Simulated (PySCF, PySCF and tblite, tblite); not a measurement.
# C₈H₁₁F₃: conformers and averaged spectra, part 2 of 2

PySCF and tblite. Atoms count from 0. Earlier steps stand in the parts before.

## 7. Boltzmann average: properties at KT3/pcSseg-1 in tetrahydrofuran

What the job is given:

```
{"job": {"study": "conf", "smiles": "FC(F)(F)[C@@H]1CCC2(CC2)C1", "search": {"seed": 7470, "n_embed": 60, "ff_keep": 14, "window": 5.0, "nmax": 4, "temps": [100, 298.15, 320, 400, 500], "t_ref": 298.15, "order": 0.001, "w0": 0}, "level": {"nmr": {"xc": "KT3", "basis": "pcSseg-1", "solvent": "tetrahydrofuran"}, "sp": {"xc": "PBE0", "basis": "def2-SVP", "solvent": "tetrahydrofuran"}}, "kind": "conf"}, "charge": 0, "multiplicity": 1}
F      2.667056     2.200277     0.186710
C      2.515317     0.938530    -0.251553
F      3.652077     0.292988     0.061448
F      2.478552     1.007925    -1.590978
C      1.295494     0.267696     0.342754
C      1.090572    -1.157026    -0.179394
C     -0.362638    -1.452132     0.191574
C     -1.073942    -0.108384     0.077623
C     -2.350873     0.136938     0.822767
C     -2.363015     0.029344    -0.673547
C     -0.010419     0.978547    -0.029490
H      1.433807     0.258789     1.428049
H      1.212476    -1.164559    -1.263729
H      1.792980    -1.865614     0.256110
H     -0.417548    -1.817468     1.219641
H     -0.802621    -2.206304    -0.459368
H     -2.512254     1.107706     1.266341
H     -2.771079    -0.676751     1.394743
H     -2.525382     0.929617    -1.246869
H     -2.797103    -0.853096    -1.118531
H      0.052369     1.344836    -1.057316
H     -0.214236     1.827526     0.622164
```

Log:

```text
conformer  sym    E(xTB)   E(DFT)   G(298.15 K)  weight  dipole/D
    1     C1      0.000    0.000    0.000   0.6492    2.742
    2     C1      0.305    0.408    0.365   0.3508    2.666

mean shielding (ppm) by class
class atoms           100 K   298.15 K      320 K      400 K      500 K
  0 F  0,2,3        254.009    253.672    253.657    253.614    253.579
  1 C  1             49.615     49.376     49.364     49.334     49.309
  2 C  4            135.618    135.479    135.473    135.455    135.441
  3 C  5             152.25    152.404    152.411     152.43    152.446
  4 C  6            144.814    144.994    145.002    145.025    145.044
  5 C  7            163.034    162.954    162.951     162.94    162.932
  6 C  8            166.822    166.727    166.722     166.71      166.7
  7 C  9            166.689    166.409    166.396    166.361    166.332
  8 C  10           144.347    144.316    144.314     144.31    144.307
  9 H  11            28.822     28.831     28.832     28.833     28.834
 10 H  12            29.746     29.679     29.676     29.667      29.66
 11 H  13            29.657     29.632     29.631     29.628     29.625
 12 H  14            29.709      29.81     29.815     29.828     29.838
 13 H  15            29.999     29.879     29.873     29.857     29.845
 14 H  16             31.13     31.149      31.15     31.152     31.154
 15 H  17            31.268     31.214     31.212     31.205     31.199
 16 H  18            31.212     31.175     31.173     31.168     31.164
 17 H  19            31.133     31.163     31.165     31.169     31.172
 18 H  20            29.675     29.736     29.739     29.747     29.753
 19 H  21            29.931     29.803     29.797     29.781     29.767
```

It took 89 s on 1 thread of AMD EPYC 9R45, shared host. This counts the runs that the step sums up.

The search (ETKDG, MMFF94s, GFN2-xTB) embedded 60 structures, kept 2 distinct ones after the force field and 2 after xTB; 2 were carried on (window 5.0 kcal/mol at the search's own energies). Energies: PBE0/def2-SVP in tetrahydrofuran with D3(BJ).

Conformer by conformer (298 K):

| no. | group | mirror pair | ΔE xTB | ΔE DFT | ΔG | weight (%) | μ (D) | A, B, C (GHz) |
| --- | --- | --- | --- | --- | --- | --- | --- | --- |
| 1 | C1 | no | 0.00 | 0.00 | 0.00 | 64.9 | 2.74 | 2.40, 0.64, 0.59 |
| 2 | C1 | no | 0.30 | 0.41 | 0.36 | 35.1 | 2.67 | 2.12, 0.79, 0.73 |

Energies in kcal/mol. ΔG holds xTB vibrations and rotation, symmetry numbers and mirror pairs.

Weights (%) by temperature:

| no. | 100 K | 298 K | 320 K | 400 K | 500 K |
| --- | --- | --- | --- | --- | --- |
| 1 | 90.2 | 64.9 | 63.8 | 60.5 | 57.9 |
| 2 | 9.8 | 35.1 | 36.2 | 39.5 | 42.1 |

How the weights hang on the way they are made:

| scheme | 1 | 2 | mean μ (D) |
| --- | --- | --- | --- |
| DFT free energy | 65 | 35 | 2.71 |
| DFT energy, symmetry counted | 67 | 33 | 2.72 |
| DFT energy alone | 67 | 33 | 2.72 |
| xTB energy, symmetry counted | 63 | 37 | 2.71 |
| xTB free energy | 61 | 39 | 2.71 |
| lowest conformer only | 100 | 0 | 2.74 |
| equal weights | 50 | 50 | 2.70 |
| conformers found from three starts alone | 100 | 0 | 2.74 |

Shifts against references run at the same level (¹³C TMS 185.4, ¹H TMS 31.74 ppm of shielding), by class of atoms, at 298 K:

| atoms | environment | no. 1 | no. 2 | average |
| --- | --- | --- | --- | --- |
| C1 | CF3 carbon | 135.7 | 136.6 | 136.0 |
| C4 | sp3 CH in a ring | 49.7 | 50.3 | 49.9 |
| C10 | sp3 CH2 in a ring | 41.0 | 41.2 | 41.1 |
| C6 | sp3 CH2 in a ring | 40.6 | 39.9 | 40.4 |
| C5 | sp3 CH2 in a ring | 33.2 | 32.6 | 33.0 |
| C7 | three-membered-ring carbon | 22.3 | 22.6 | 22.4 |
| C9 | three-membered-ring carbon | 18.6 | 19.7 | 19.0 |
| C8 | three-membered-ring carbon | 18.5 | 18.9 | 18.7 |
| H11 | hydrogen on an sp3 CH in a ring | 2.92 | 2.89 | 2.91 |
| H13 | hydrogen on an sp3 CH2 in a ring | 2.07 | 2.18 | 2.11 |
| H12 | hydrogen on an sp3 CH2 in a ring | 1.97 | 2.24 | 2.06 |
| H20 | hydrogen on an sp3 CH2 in a ring | 2.09 | 1.85 | 2.01 |
| H21 | hydrogen on an sp3 CH2 in a ring | 1.76 | 2.27 | 1.94 |
| H14 | hydrogen on an sp3 CH2 in a ring | 2.07 | 1.67 | 1.93 |
| H15 | hydrogen on an sp3 CH2 in a ring | 1.70 | 2.17 | 1.86 |
| H16 | hydrogen on a three-membered-ring carbon | 0.62 | 0.54 | 0.59 |
| H19 | hydrogen on a three-membered-ring carbon | 0.62 | 0.50 | 0.58 |
| H18 | hydrogen on a three-membered-ring carbon | 0.52 | 0.66 | 0.57 |
| H17 | hydrogen on a three-membered-ring carbon | 0.45 | 0.67 | 0.53 |
| F0, F2, F3 | fluorine of a CF3 group | 254.1 (σ) | 252.8 (σ) | 253.7 (σ) |

Effective distances for nuclear Overhauser effects, ⟨r⁻⁶⟩^(−1/6) over all pairs of two classes (Å): H12···H13 1.77; H14···H15 1.77; H20···H21 1.77; H16···H17 1.81; H18···H19 1.81; H11···H21 2.40; H12···H15 2.40; H13···H14 2.40.

## 8. Shieldings, conformer 1: CAM-B3LYP/def2-SVP

What the job is given:

```
{"job": {"xc": "CAM-B3LYP", "basis": "def2-SVP", "grid": 3, "kind": "nmr", "pop": false}, "charge": 0, "multiplicity": 1}
F      2.667056     2.200277     0.186710
C      2.515317     0.938530    -0.251553
F      3.652077     0.292988     0.061448
F      2.478552     1.007925    -1.590978
C      1.295494     0.267696     0.342754
C      1.090572    -1.157026    -0.179394
C     -0.362638    -1.452132     0.191574
C     -1.073942    -0.108384     0.077623
C     -2.350873     0.136938     0.822767
C     -2.363015     0.029344    -0.673547
C     -0.010419     0.978547    -0.029490
H      1.433807     0.258789     1.428049
H      1.212476    -1.164559    -1.263729
H      1.792980    -1.865614     0.256110
H     -0.417548    -1.817468     1.219641
H     -0.802621    -2.206304    -0.459368
H     -2.512254     1.107706     1.266341
H     -2.771079    -0.676751     1.394743
H     -2.525382     0.929617    -1.246869
H     -2.797103    -0.853096    -1.118531
H      0.052369     1.344836    -1.057316
H     -0.214236     1.827526     0.622164
```

Log:

```text
coarse grid: 18768 points
cycle   1  E = -610.0184874099  dE =  2.098e+00  |g| = 9.677e-01  |ddm| = 4.917e+00
cycle   2  E = -609.9693866274  dE =  4.910e-02  |g| = 1.183e+00  |ddm| = 1.763e+00
cycle   3  E = -610.1941590918  dE = -2.248e-01  |g| = 5.552e-02  |ddm| = 9.722e-01
cycle   4  E = -610.1946537555  dE = -4.947e-04  |g| = 3.037e-02  |ddm| = 8.855e-02
cycle   5  E = -610.1948628074  dE = -2.091e-04  |g| = 4.441e-03  |ddm| = 3.464e-02
cycle   6  E = -610.1948673739  dE = -4.566e-06  |g| = 1.315e-03  |ddm| = 7.575e-03
final grid: 263624 points
cycle   7  E = -610.2954445925  dE = -5.941e-05  |g| = 5.931e-03  |ddm| = 3.717e-02
cycle   8  E = -610.2954438733  dE =  7.191e-07  |g| = 6.550e-03  |ddm| = 1.367e-02
cycle   9  E = -610.2954524859  dE = -8.613e-06  |g| = 4.208e-04  |ddm| = 7.010e-03
cycle  10  E = -610.2954525145  dE = -2.863e-08  |g| = 2.329e-04  |ddm| = 6.787e-04
cycle  11  E = -610.2954525266  dE = -1.211e-08  |g| = 2.652e-05  |ddm| = 2.825e-04
cycle  12  E = -610.2954525268  dE = -1.373e-10  |g| = 1.117e-05  |ddm| = 4.387e-05
converged SCF energy = -610.2954525268

GIAO shielding tensors (ppm)
atom      isotropic    diamagn.    paramagn.     s11        s22        s33       span
  0 F      280.576     471.590    -191.014    194.636    290.323    356.768    162.132
  1 C       62.087     249.260    -187.173     57.181     59.095     69.985     12.804
  2 F      281.461     468.112    -186.651    195.175    291.587    357.622    162.447
  3 F      298.596     476.735    -178.140    218.972    314.160    362.655    143.682
  4 C      147.751     254.735    -106.985    120.956    149.961    172.335     51.378
  5 C      165.993     250.175     -84.183    140.286    176.131    181.561     41.276
  6 C      159.472     248.953     -89.481    129.075    163.567    185.773     56.698
  7 C      175.953     248.247     -72.294    142.029    162.615    223.216     81.187
  8 C      178.075     253.667     -75.592    142.738    185.697    205.790     63.053
  9 C      178.014     253.371     -75.357    142.981    185.715    205.345     62.364
 10 C      157.991     250.885     -92.894    125.906    162.528    185.540     59.634
 11 H       29.354      33.953      -4.599     26.107     28.362     33.593      7.486
 12 H       30.013      33.736      -3.723     25.418     29.799     34.822      9.404
 13 H       30.075      30.738      -0.663     24.806     28.393     37.025     12.219
 14 H       30.062      32.438      -2.376     24.420     29.488     36.278     11.858
 15 H       30.409      31.831      -1.422     25.328     29.327     36.573     11.246
 16 H       31.396      32.542      -1.146     25.851     28.721     39.617     13.766
 17 H       31.532      31.559      -0.027     25.925     28.556     40.114     14.190
 18 H       31.455      32.519      -1.064     25.888     28.743     39.734     13.846
 19 H       31.368      31.777      -0.409     25.954     28.364     39.787     13.833
 20 H       29.882      34.955      -5.073     23.903     31.037     34.706     10.803
 21 H       30.356      33.806      -3.450     24.463     30.930     35.673     11.210
```

Wall time 40 s (1 thread of AMD EPYC 9R45, shared host); peak memory 1.1 GiB.

Key values: HOMO -9.20 eV, LUMO 2.55 eV; dipole 2.42 D.

## 9. Single-point energy, conformer 1: OLYP/cc-pVDZ

The job, as its differences from that of step 8:

```diff
@@ -1,2 +1,2 @@
-{"job": {"xc": "CAM-B3LYP", "basis": "def2-SVP", "grid": 3, "kind": "nmr", "pop": false}, "charge": 0, "multiplicity": 1}
+{"job": {"xc": "OLYP", "basis": "cc-pVDZ", "kind": "sp"}, "charge": 0, "multiplicity": 1}
 F      2.667056     2.200277     0.186710
```

Log:

```text
coarse grid: 18768 points
cycle   1  E = -610.5915817263  dE =  1.495e+00  |g| = 1.054e+00  |ddm| = 9.050e+00
cycle   2  E = -610.1583931059  dE =  4.332e-01  |g| = 1.880e+00  |ddm| = 4.349e+00
cycle   3  E = -610.8071068028  dE = -6.487e-01  |g| = 1.408e-01  |ddm| = 2.711e+00
cycle   4  E = -610.8113163022  dE = -4.209e-03  |g| = 5.959e-02  |ddm| = 3.395e-01
cycle   5  E = -610.8120955200  dE = -7.792e-04  |g| = 1.447e-02  |ddm| = 1.021e-01
cycle   6  E = -610.8121423443  dE = -4.682e-05  |g| = 3.151e-03  |ddm| = 2.734e-02
cycle   7  E = -610.8121442428  dE = -1.899e-06  |g| = 7.301e-04  |ddm| = 5.632e-03
final grid: 183568 points
cycle   8  E = -610.8175172541  dE = -1.163e-04  |g| = 1.852e-02  |ddm| = 1.400e-01
cycle   9  E = -610.8174149741  dE =  1.023e-04  |g| = 2.738e-02  |ddm| = 8.085e-02
cycle  10  E = -610.8175974850  dE = -1.825e-04  |g| = 3.561e-03  |ddm| = 4.905e-02
cycle  11  E = -610.8176003312  dE = -2.846e-06  |g| = 5.971e-04  |ddm| = 5.896e-03
cycle  12  E = -610.8176004075  dE = -7.632e-08  |g| = 1.846e-04  |ddm| = 1.149e-03
cycle  13  E = -610.8176004151  dE = -7.584e-09  |g| = 3.269e-05  |ddm| = 3.216e-04
cycle  14  E = -610.8176004153  dE = -1.712e-10  |g| = 1.836e-05  |ddm| = 7.060e-05
converged SCF energy = -610.8176004153
```

Wall time 26 s (1 thread of AMD EPYC 9R45, shared host); peak memory 0.62 GiB.

This run: HOMO -6.29 eV, LUMO 0.92 eV; dipole 2.09 D.

## 10. Shieldings, conformer 2: CAM-B3LYP/def2-SVP

What the job is given:

```
{"job": {"xc": "CAM-B3LYP", "basis": "def2-SVP", "grid": 3, "kind": "nmr", "pop": false}, "charge": 0, "multiplicity": 1}
F      1.885025    -1.324786     0.398057
C      2.278999    -0.267402    -0.320799
F      2.717234    -0.756399    -1.495876
F      3.363679     0.228550     0.302392
C      1.208151     0.792788    -0.522693
C      0.718333     1.360425     0.814083
C     -0.361264     0.381735     1.283368
C     -0.933759    -0.226442     0.008678
C     -2.413477    -0.361624    -0.189165
C     -1.571514    -1.581696     0.039158
C     -0.048153     0.188613    -1.160373
H      1.671571     1.556653    -1.152558
H      1.527658     1.469536     1.534797
H      0.283741     2.343742     0.633548
H     -1.126964     0.887128     1.871331
H      0.078307    -0.399986     1.904885
H     -2.814605    -0.196784    -1.178156
H     -3.069917    -0.038446     0.604605
H     -1.402167    -2.249447    -0.791629
H     -1.649067    -2.085308     0.990474
H      0.194235    -0.651663    -1.811725
H     -0.546457     0.950202    -1.763250
```

Log:

```text
coarse grid: 18768 points
cycle   1  E = -610.0184628082  dE =  2.097e+00  |g| = 9.631e-01  |ddm| = 4.903e+00
cycle   2  E = -609.9730563952  dE =  4.541e-02  |g| = 1.172e+00  |ddm| = 1.654e+00
cycle   3  E = -610.1927010010  dE = -2.196e-01  |g| = 5.885e-02  |ddm| = 8.900e-01
cycle   4  E = -610.1932565212  dE = -5.555e-04  |g| = 3.170e-02  |ddm| = 9.944e-02
cycle   5  E = -610.1934873009  dE = -2.308e-04  |g| = 5.259e-03  |ddm| = 3.856e-02
cycle   6  E = -610.1934934605  dE = -6.160e-06  |g| = 1.793e-03  |ddm| = 9.339e-03
final grid: 263624 points
cycle   7  E = -610.2945279856  dE = -5.728e-05  |g| = 6.104e-03  |ddm| = 3.762e-02
cycle   8  E = -610.2945266695  dE =  1.316e-06  |g| = 6.871e-03  |ddm| = 1.419e-02
cycle   9  E = -610.2945364515  dE = -9.782e-06  |g| = 4.224e-04  |ddm| = 7.398e-03
cycle  10  E = -610.2945364805  dE = -2.895e-08  |g| = 2.279e-04  |ddm| = 6.654e-04
cycle  11  E = -610.2945364919  dE = -1.146e-08  |g| = 3.031e-05  |ddm| = 2.580e-04
cycle  12  E = -610.2945364921  dE = -1.719e-10  |g| = 1.198e-05  |ddm| = 4.485e-05
converged SCF energy = -610.2945364921

GIAO shielding tensors (ppm)
atom      isotropic    diamagn.    paramagn.     s11        s22        s33       span
  0 F      288.462     482.462    -194.000    215.873    296.504    353.009    137.136
  1 C       60.802     248.239    -187.436     54.700     58.173     69.534     14.835
  2 F      281.198     470.953    -189.755    196.668    283.226    363.700    167.033
  3 F      285.281     468.484    -183.202    200.084    292.338    363.421    163.337
  4 C      148.650     256.946    -108.297    133.534    153.842    158.573     25.039
  5 C      166.790     250.116     -83.326    141.085    176.586    182.699     41.614
  6 C      160.430     248.504     -88.074    129.462    163.299    188.528     59.066
  7 C      175.162     247.830     -72.668    140.349    162.899    222.239     81.890
  8 C      177.755     254.286     -76.531    143.574    185.491    204.199     60.625
  9 C      176.933     252.414     -75.481    141.375    185.536    203.889     62.515
 10 C      158.017     250.696     -92.679    127.514    162.202    184.336     56.822
 11 H       29.490      30.907      -1.417     25.691     27.720     35.058      9.367
 12 H       29.855      30.912      -1.057     25.088     28.227     36.249     11.160
 13 H       30.024      31.811      -1.787     25.117     27.786     37.169     12.053
 14 H       30.459      31.600      -1.140     25.027     29.459     36.892     11.865
 15 H       29.733      33.546      -3.812     26.108     28.315     34.777      8.670
 16 H       31.481      32.242      -0.761     25.727     28.786     39.930     14.203
 17 H       31.351      31.950      -0.599     25.695     28.507     39.852     14.157
 18 H       31.294      32.677      -1.383     26.330     28.393     39.159     12.828
 19 H       31.417      32.177      -0.759     26.360     28.211     39.682     13.322
 20 H       30.160      34.201      -4.041     25.510     29.930     35.041      9.531
 21 H       29.918      33.001      -3.083     23.918     29.529     36.307     12.389
```

Wall time 31 s (1 thread of AMD EPYC 9R45, shared host); peak memory 1.1 GiB.

In short: HOMO -9.10 eV, LUMO 2.43 eV; dipole 2.26 D.

## 11. Single-point energy, conformer 2: OLYP/cc-pVDZ

The job, as its differences from that of step 10:

```diff
@@ -1,2 +1,2 @@
-{"job": {"xc": "CAM-B3LYP", "basis": "def2-SVP", "grid": 3, "kind": "nmr", "pop": false}, "charge": 0, "multiplicity": 1}
+{"job": {"xc": "OLYP", "basis": "cc-pVDZ", "kind": "sp"}, "charge": 0, "multiplicity": 1}
 F      1.885025    -1.324786     0.398057
```

Log:

```text
coarse grid: 18768 points
cycle   1  E = -610.5905406211  dE =  1.494e+00  |g| = 1.048e+00  |ddm| = 9.039e+00
cycle   2  E = -610.1776855266  dE =  4.129e-01  |g| = 1.848e+00  |ddm| = 4.324e+00
cycle   3  E = -610.8048438525  dE = -6.272e-01  |g| = 1.341e-01  |ddm| = 2.680e+00
cycle   4  E = -610.8085709678  dE = -3.727e-03  |g| = 6.113e-02  |ddm| = 3.359e-01
cycle   5  E = -610.8093898054  dE = -8.188e-04  |g| = 1.338e-02  |ddm| = 1.023e-01
cycle   6  E = -610.8094269802  dE = -3.717e-05  |g| = 4.186e-03  |ddm| = 2.551e-02
cycle   7  E = -610.8094304023  dE = -3.422e-06  |g| = 1.276e-03  |ddm| = 7.815e-03
final grid: 183568 points
cycle   8  E = -610.8153285821  dE = -1.079e-04  |g| = 1.826e-02  |ddm| = 1.368e-01
cycle   9  E = -610.8152400818  dE =  8.850e-05  |g| = 2.623e-02  |ddm| = 7.848e-02
cycle  10  E = -610.8154061700  dE = -1.661e-04  |g| = 2.942e-03  |ddm| = 4.733e-02
cycle  11  E = -610.8154081268  dE = -1.957e-06  |g| = 6.571e-04  |ddm| = 5.150e-03
cycle  12  E = -610.8154082201  dE = -9.339e-08  |g| = 1.817e-04  |ddm| = 1.180e-03
cycle  13  E = -610.8154082268  dE = -6.694e-09  |g| = 4.359e-05  |ddm| = 3.101e-04
cycle  14  E = -610.8154082272  dE = -3.406e-10  |g| = 1.735e-05  |ddm| = 8.152e-05
converged SCF energy = -610.8154082272
```

Run time: 25 s. Hardware: 1 thread of AMD EPYC 9R45, shared host; peak memory 0.62 GiB.

In short: HOMO -6.20 eV, LUMO 0.77 eV; dipole 1.95 D.

## 12. Averages: properties at CAM-B3LYP/def2-SVP

The job, as its differences from that of step 7:

```diff
@@ -1,2 +1,2 @@
-{"job": {"study": "conf", "smiles": "FC(F)(F)[C@@H]1CCC2(CC2)C1", "search": {"seed": 7470, "n_embed": 60, "ff_keep": 14, "window": 5.0, "nmax": 4, "temps": [100, 298.15, 320, 400, 500], "t_ref": 298.15, "order": 0.001, "w0": 0}, "level": {"nmr": {"xc": "KT3", "basis": "pcSseg-1", "solvent": "tetrahydrofuran"}, "sp": {"xc": "PBE0", "basis": "def2-SVP", "solvent": "tetrahydrofuran"}}, "kind": "conf"}, "charge": 0, "multiplicity": 1}
+{"job": {"study": "conf", "smiles": "FC(F)(F)[C@@H]1CCC2(CC2)C1", "search": {"seed": 7470, "n_embed": 60, "ff_keep": 14, "window": 5.0, "nmax": 4, "temps": [100, 298.15, 320, 400, 500], "t_ref": 298.15, "order": 0.001, "w0": 0}, "level": {"nmr": {"xc": "CAM-B3LYP", "basis": "def2-SVP", "grid": 3}, "sp": {"xc": "OLYP", "basis": "cc-pVDZ"}, "change": "CAM-B3LYP/def2-SVP; energies OLYP/cc-pVDZ; grid level 3", "top": 4}, "kind": "conf"}, "charge": 0, "multiplicity": 1}
 F      2.667056     2.200277     0.186710
```

Log:

```text
conformer  sym    E(xTB)   E(DFT)   G(298.15 K)  weight  dipole/D
    1     C1      0.000    0.000    0.000   0.5603    2.089
    2     C1      0.305    0.186    0.144   0.4397    1.949

mean shielding (ppm) by class
class atoms           100 K   298.15 K      320 K      400 K      500 K
  0 F  0,2,3        286.406    286.043    286.031    285.999    285.975
  1 C  1             61.767     61.522     61.514     61.492     61.476
  2 C  4            147.974    148.146    148.152    148.167    148.178
  3 C  5            166.191    166.343    166.348    166.362    166.372
  4 C  6             159.71    159.893    159.899    159.915    159.928
  5 C  7            175.757    175.606    175.601    175.587    175.577
  6 C  8            177.995    177.934    177.932    177.927    177.923
  7 C  9            177.745    177.539    177.532    177.514      177.5
  8 C  10           157.998    158.003    158.003    158.003    158.004
  9 H  11            29.388     29.414     29.415     29.417     29.419
 10 H  12            29.974     29.943     29.942      29.94     29.938
 11 H  13            30.062     30.052     30.052     30.051     30.051
 12 H  14            30.161     30.237     30.239     30.246     30.251
 13 H  15            30.241     30.112     30.108     30.096     30.088
 14 H  16            31.417     31.433     31.434     31.435     31.437
 15 H  17            31.487     31.452     31.451     31.448     31.446
 16 H  18            31.415     31.384     31.383      31.38     31.378
 17 H  19             31.38      31.39      31.39     31.391     31.392
 18 H  20            29.951     30.004     30.006     30.011     30.014
 19 H  21            30.247     30.163      30.16     30.153     30.147
```

It took 2 min on 1 thread of AMD EPYC 9R45, shared host. This counts the runs that the step sums up.

Against the first level, at 298 K (shieldings, ppm; largest changes first):

| atoms | KT3/pcSseg-1 in tetrahydrofuran | CAM-B3LYP/def2-SVP | change |
| --- | --- | --- | --- |
| F0, F2, F3 | 253.7 | 286.0 | +32.4 |
| C6 | 145.0 | 159.9 | +14.9 |
| C5 | 152.4 | 166.3 | +13.9 |
| C10 | 144.3 | 158.0 | +13.7 |
| C4 | 135.5 | 148.1 | +12.7 |
| C7 | 163.0 | 175.6 | +12.7 |
| C1 | 49.4 | 61.5 | +12.1 |
| C8 | 166.7 | 177.9 | +11.2 |
| C9 | 166.4 | 177.5 | +11.1 |
| H11 | 28.83 | 29.41 | +0.58 |

Weights: from PBE0/def2-SVP in tetrahydrofuran energies 1: 65 %, 2: 35 %; from OLYP/cc-pVDZ energies 1: 56 %, 2: 44 % (with a dispersion term where the level has one and the same thermal terms, so they don't follow from the SCF energies alone). Times: 89 s and 2 min.

## 13. Results

The summary covers parts 1 to 2.

```
                                             quantity                                                                 value
                                           conformers                   2; the first in weight is no. 1 (C1), 65 % at 298 K
                              root-mean-square dipole                                                                2.72 D
averaged ¹³C shifts (KT3/pcSseg-1 in tetrahydrofuran)                   136.0, 49.9, 41.1, 40.4, 33.0, 22.4, 19.0, 18.7 ppm
 averaged ¹H shifts (KT3/pcSseg-1 in tetrahydrofuran)  2.91, 2.11, 2.06, 2.01, 1.94, 1.93, 1.86, 0.59, 0.58, 0.57, 0.53 ppm
```

**Reading.** At 298 K conformer 1 holds 65 % of the ensemble (90 % at 100 K, 58 % at 500 K). Among conformers over 5 %, H21 differs by 0.50 ppm, while the average moves by 0.16 ppm from 100 to 500 K. Between KT3/pcSseg-1 in tetrahydrofuran and CAM-B3LYP/def2-SVP, F0 changes most, by 32.4 ppm of raw shielding; the energies behind both averages, dispersion terms included where typed, rank the same conformer first.
